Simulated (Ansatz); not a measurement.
# HfMgO: the cost of one run

Method: DFT PBE, scalar-relativistic, plane waves, PAW, in Ansatz 0.2.0.

## Step 1: Starting point

Symmetry: P4mm, No. 99, tetragonal system. Conventional cell: a = 3.360 Å, b = 3.360 Å, c = 4.750 Å, α = 90.00°, β = 90.00°, γ = 90.00°. Mg (site symmetry 4mm) has 1 O at 1.92 Å as nearest neighbours. Hf (site symmetry 4mm) has 4 Mg at 2.66 Å and 4 O at 2.88 Å as nearest neighbours. O (site symmetry 4mm) has 1 Mg at 1.92 Å as nearest neighbours.

Structure file:

```cif
data_structure
_symmetry_space_group_name_H-M 'P4mm'
_symmetry_Int_Tables_number 99
_cell_length_a 3.3596
_cell_length_b 3.3596
_cell_length_c 4.7505
_cell_angle_alpha 90.000
_cell_angle_beta 90.000
_cell_angle_gamma 90.000
_cell_volume 53.62
loop_
_atom_site_label
_atom_site_type_symbol
_atom_site_symmetry_multiplicity
_atom_site_Wyckoff_symbol
_atom_site_fract_x
_atom_site_fract_y
_atom_site_fract_z
_atom_site_occupancy
Mg1 Mg 1 a 0.00000 0.00000 0.20185 1
Hf1 Hf 1 b 0.50000 0.50000 0.45496 1
O1 O 1 a 0.00000 0.00000 0.79746 1
```

The cell is invented: random cell by space group and Wyckoff sites (P4mm, No. 99). The dimensions are guesses.

## Step 2: Probe: one point on a coarse mesh

The input, input.yaml:

```yaml
crystal:
  lattice:
    - [3.35957534, 0.0, 0.0]
    - [0.0, 3.35957534, 0.0]
    - [0.0, 0.0, 4.7504895]
  atoms:
    - { symbol: Mg, position: [0.0, 0.0, 0.20185458] }
    - { symbol: Hf, position: [0.5, 0.5, 0.45495756] }
    - { symbol: O, position: [0.0, 0.0, 0.79745559] }
basis:
  ecutwfc: 420
kpoints:
  mp_grid: { grid: [6, 6, 4] }
hamiltonian:
  xc: pbe
scf:
  occupations: { method: gaussian, width: 0.1 }
  lower_state_search: "off"
output:
  forces: true
  stress: true
  eigenvalues: true
```

Started as:

```
$ ansatz run input.yaml --threads 1 --pin off --max-ram 2560MiB --backend cpu --events-out ev --progress --plain --runs-dir out
```

Q: Estimate wall time and peak memory on 1 thread of Intel Xeon Platinum 8259CL at 2.50GHz (Skylake/Cascade Lake), shared host.

About 4.1 s, with a peak of 0.38 GiB.
